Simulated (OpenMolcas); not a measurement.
# W⁺: CASSCF and CASPT2 terms and fine-structure levels

Wanted: the level scheme of W⁺ from active-space wave functions, then second-order correlation under several settings.

Method: state-averaged CASSCF and CASPT2, spin-orbit coupling by RASSI with atomic mean-field integrals. Code: OpenMolcas 26.06.

### 1 Starting point

| Item | Value |
| --- | --- |
| Species | W⁺ (tungsten, Z = 74, 73 electrons) |
| Basis | ANO-RCC-VDZP [7s6p4d2f1g], 68 functions |
| Scalar Hamiltonian | DKH3, point nucleus |
| Inactive shells | 1s 2s 2p 3s 3p 3d 4s 4p 4d 4f 5s 5p |
| Active space | 5 electrons in 6 orbitals (5d 6s) |
| Some configurations of this space | 5d3 6s2, 5d4 6s, 5d5 |
| Orbitals | optimised for the ground-state spin in each parity, averaged over the low roots |

Outer shells as boxes (Hund's rule):

5d3 6s2
```
5d [↑ ][↑ ][↑ ][  ][  ]
6s [↑↓]
```

5d4 6s
```
5d [↑ ][↑ ][↑ ][↑ ][  ]
6s [↑ ]
```

5d5
```
5d [↑ ][↑ ][↑ ][↑ ][↑ ]
```

The work runs as a chain of OpenMolcas steps in one folder; each step below is one input file. Labels, J, g values, rates, χT and fits are worked out afterwards by a script from the matrices that RASSI stores.

### 2 One- and two-electron integrals

a.inp

```
&GATEWAY
Coord
1

W 0.0 0.0 0.0
Basis=ANO-RCC-VDZP
Group=XYZ
NoMove
AngMom=0.0 0.0 0.0
AMFI
&SEWARD
Relativistic=R03O02
```

Started as:

```bash
$ OMP_NUM_THREADS=1 MOLCAS_MEM=2252 MOLCAS_PROJECT=a pymolcas a.inp > a.log
```

### 3 CASSCF: sextets of even parity, 6 roots

a.inp

```
&RASSCF
FileOrb=start.orb
Symmetry=1
Spin=6
nActEl=5 0 0
Inactive=15 19
Ras2=6 0
CIRoot=6 6 1
SDav=6
CIMx=300
Iter=120 100
PrWF=0.3
OrbListing=Nothing
MaxOrb=0
Atom
>>> COPY $Project.JobIph JOB001
```

start.orb holds the contracted functions of the basis, ordered by shell, or the orbitals of the step before.

### 4 Reference wave functions, quartets of even parity, 84 roots

a.inp

```
&RASSCF
FileOrb=start.orb
Symmetry=1
Spin=4
nActEl=5 0 0
Inactive=15 19
Ras2=6 0
CIRoot=84 84 1
SDav=84
CIMx=300
Iter=120 100
PrWF=0.3
OrbListing=Nothing
MaxOrb=0
Atom
CIOnly
>>> COPY $Project.JobIph JOB002
```

### 5 Reference wave functions, doublets of even parity, 132 roots

a.inp

```
&RASSCF
FileOrb=start.orb
Symmetry=1
Spin=2
nActEl=5 0 0
Inactive=15 19
Ras2=6 0
CIRoot=132 132 1
SDav=210
CIMx=300
Iter=120 100
PrWF=0.3
OrbListing=Nothing
MaxOrb=0
Atom
CIOnly
>>> COPY $Project.JobIph JOB003
```

### 6 State interaction with spin-orbit coupling

a.inp

```
&RASSI
NrOfJobIphs=3 6 59 83
1 2 3 4 5 6
1 2 3 4 5 6 7 8 9 10 11 12 13 14 15 16 17 18 19 20 21 22 23 24 25 26 27
28 29 30 31 32 33 34 35 36 37 38 39 40 41 42 43 44 45 46 47 48 49 50 51
52 53 54 55 56 57 58 59
1 2 3 4 5 6 7 8 9 10 11 12 13 14 15 16 17 18 19 20 21 22 23 24 25 26 27
28 29 30 31 32 33 34 35 36 37 38 39 40 41 42 43 44 45 46 47 48 49 50 51
52 53 54 55 56 57 58 59 60 61 62 63 64 65 66 67 68 69 70 71 72 73 74 75
76 77 78 79 80 81 82 83
IphNames
JOB001
JOB002
JOB003
EJob
SpinOrbit
DIPRint=1.0
SOCoupling=1000.0
Subsets=2
MEES
Property=10
'ANGMOM' 1 'ANGMOM' 2 'ANGMOM' 3 'MLTPL  1' 1 'MLTPL  1' 2 'MLTPL  1' 3
'AMFI' 1 'AMFI' 2 'AMFI' 3 'MLTPL  2' 6
SOProperty=3
'ANGMOM' 1 'ANGMOM' 2 'ANGMOM' 3
```

### 7 CASPT2: IPEA 0.3, sigma2 regulariser 0.4 (closed shells correlated: 5s 5p)

a.inp

```
>>> COPY JOB001 $Project.JobIph
&CASPT2
Multistate=6 1 2 3 4 5 6
Frozen=14 16
IPEA=0.3
Sig2=0.4
MaxIter=60
WThr=0.0 0.3 0.05
PrWF=0.5
NoMix
>>> COPY JOB002 $Project.JobIph
&CASPT2
Multistate=59 1 2 3 4 5 6 7 8 9 10 11 12 13 14 15 16 17 18 19 20 21 22
23 24 25 26 27 28 29 30 31 32 33 34 35 36 37 38 39 40 41 42 43 44 45 46
47 48 49 50 51 52 53 54 55 56 57 58 59
Frozen=14 16
IPEA=0.3
Sig2=0.4
MaxIter=60
WThr=0.0 0.3 0.05
PrWF=0.5
NoMix
>>> COPY JOB003 $Project.JobIph
&CASPT2
Multistate=83 1 2 3 4 5 6 7 8 9 10 11 12 13 14 15 16 17 18 19 20 21 22
23 24 25 26 27 28 29 30 31 32 33 34 35 36 37 38 39 40 41 42 43 44 45 46
47 48 49 50 51 52 53 54 55 56 57 58 59 60 61 62 63 64 65 66 67 68 69 70
71 72 73 74 75 76 77 78 79 80 81 82 83
NoMult
Frozen=14 16
IPEA=0.3
Sig2=0.4
MaxIter=60
WThr=0.0 0.3 0.05
PrWF=0.5
NoMix
```

### 8 CASPT2: IPEA 0.35, imaginary shift 0.1 (closed shells correlated: 5s 5p), extended multistate

a.inp

```
>>> COPY JOB001 $Project.JobIph
&CASPT2
XMultistate=6 1 2 3 4 5 6
Frozen=14 16
IPEA=0.35
Imaginary=0.1
MaxIter=60
WThr=0.0 0.3 0.05
PrWF=0.5
NoMix
>>> COPY JOB002 $Project.JobIph
&CASPT2
XMultistate=59 1 2 3 4 5 6 7 8 9 10 11 12 13 14 15 16 17 18 19 20 21 22
23 24 25 26 27 28 29 30 31 32 33 34 35 36 37 38 39 40 41 42 43 44 45 46
47 48 49 50 51 52 53 54 55 56 57 58 59
Frozen=14 16
IPEA=0.35
Imaginary=0.1
MaxIter=60
WThr=0.0 0.3 0.05
PrWF=0.5
NoMix
>>> COPY JOB003 $Project.JobIph
&CASPT2
XMultistate=83 1 2 3 4 5 6 7 8 9 10 11 12 13 14 15 16 17 18 19 20 21 22
23 24 25 26 27 28 29 30 31 32 33 34 35 36 37 38 39 40 41 42 43 44 45 46
47 48 49 50 51 52 53 54 55 56 57 58 59 60 61 62 63 64 65 66 67 68 69 70
71 72 73 74 75 76 77 78 79 80 81 82 83
Frozen=14 16
IPEA=0.35
Imaginary=0.1
MaxIter=60
WThr=0.0 0.3 0.05
PrWF=0.5
NoMix
```

### 9 CASPT2: IPEA 0.4, sigma1 regulariser 0.1 (closed shells correlated: 4f 5s 5p)

a.inp

```
>>> COPY JOB001 $Project.JobIph
&CASPT2
Multistate=6 1 2 3 4 5 6
NoMult
Frozen=14 9
IPEA=0.4
Sig1=0.1
MaxIter=60
WThr=0.0 0.3 0.05
PrWF=0.5
NoMix
>>> COPY JOB002 $Project.JobIph
&CASPT2
Multistate=59 1 2 3 4 5 6 7 8 9 10 11 12 13 14 15 16 17 18 19 20 21 22
23 24 25 26 27 28 29 30 31 32 33 34 35 36 37 38 39 40 41 42 43 44 45 46
47 48 49 50 51 52 53 54 55 56 57 58 59
NoMult
Frozen=14 9
IPEA=0.4
Sig1=0.1
MaxIter=60
WThr=0.0 0.3 0.05
PrWF=0.5
NoMix
>>> COPY JOB003 $Project.JobIph
&CASPT2
Multistate=83 1 2 3 4 5 6 7 8 9 10 11 12 13 14 15 16 17 18 19 20 21 22
23 24 25 26 27 28 29 30 31 32 33 34 35 36 37 38 39 40 41 42 43 44 45 46
47 48 49 50 51 52 53 54 55 56 57 58 59 60 61 62 63 64 65 66 67 68 69 70
71 72 73 74 75 76 77 78 79 80 81 82 83
NoMult
Frozen=14 9
IPEA=0.4
Sig1=0.1
MaxIter=60
WThr=0.0 0.3 0.05
PrWF=0.5
NoMix
```

(Steps that only read results are left out.)

**Question.** What will these runs give? Wanted: lowest level; first excited level; lowest level of another term; spin-orbit lowering of the lowest level; strongest of the lines computed, by gA.

**Answer**, as computed:

```
                                                                                       quantity                                                                          value
                                                                                         method  SS-CASPT2, IPEA 0.3, sigma2 regulariser 0.4 (closed shells correlated: 5s 5p)
                                                                                   lowest level                                    5d4 6s 6D 1/2, 82 % of that term, g = 3.203
                                                                    ground level listed by NIST                                                                          6D1/2
                                                                            first excited level                                                     5d4 6s 6D 3/2 at 1584 cm-1
                                                                   lowest level of another term                                                        5d5 6S 5/2 at 8340 cm-1
                                                        spin-orbit lowering of the lowest level                                                                      5632 cm-1
strongest of the lines computed, by gA (one parity, so forbidden lines), at XMS-CASPT2 energies                     5d4 6s 4F 7/2(2) → 5d4 6s 6D 7/2, 458 nm, A = 6.43e+00 s⁻¹
```

What each method costs and misses:

```csv
method,time of its own steps,time with the reference,mean absolute difference from the measured levels (cm-1)
A. CASSCF,96 s,96 s,250
"B. SS-CASPT2, IPEA 0.3, sigma2 regulariser 0.4, +5s 5p",48 s,2.4 min,340
"C. XMS-CASPT2, IPEA 0.35, imaginary shift 0.1, +5s 5p",64 s,2.7 min,300
"D. SS-CASPT2, IPEA 0.4, sigma1 regulariser 0.1, +4f 5s 5p",41 s,2.3 min,270
```

Times are of one thread on a shared host.

In words: The multiplet 6D is regular; its intervals divided by the larger J differ by 117 % of their mean, where Landé's rule for pure LS coupling makes them equal. Second-order correlation (method B) scales the levels of the lowest configuration above 5000 cm⁻¹ by 0.81 to 1.00. Method A lies closest to the measured levels (250 cm⁻¹ on average) and B farthest (340). Only the configurations of the active space and the roots asked for are present. The quartets, doublets rest on orbitals optimised for another spin in at least one step, which raises them against the optimised states. Not all states of the active space went into the spin-orbit step. CASPT2 does not keep the components of a term degenerate, and the means are used. Configurations with different d counts are hard to place against each other, and can be off by thousands to tens of thousands of cm-1. Levels of other configurations are missing from the list.
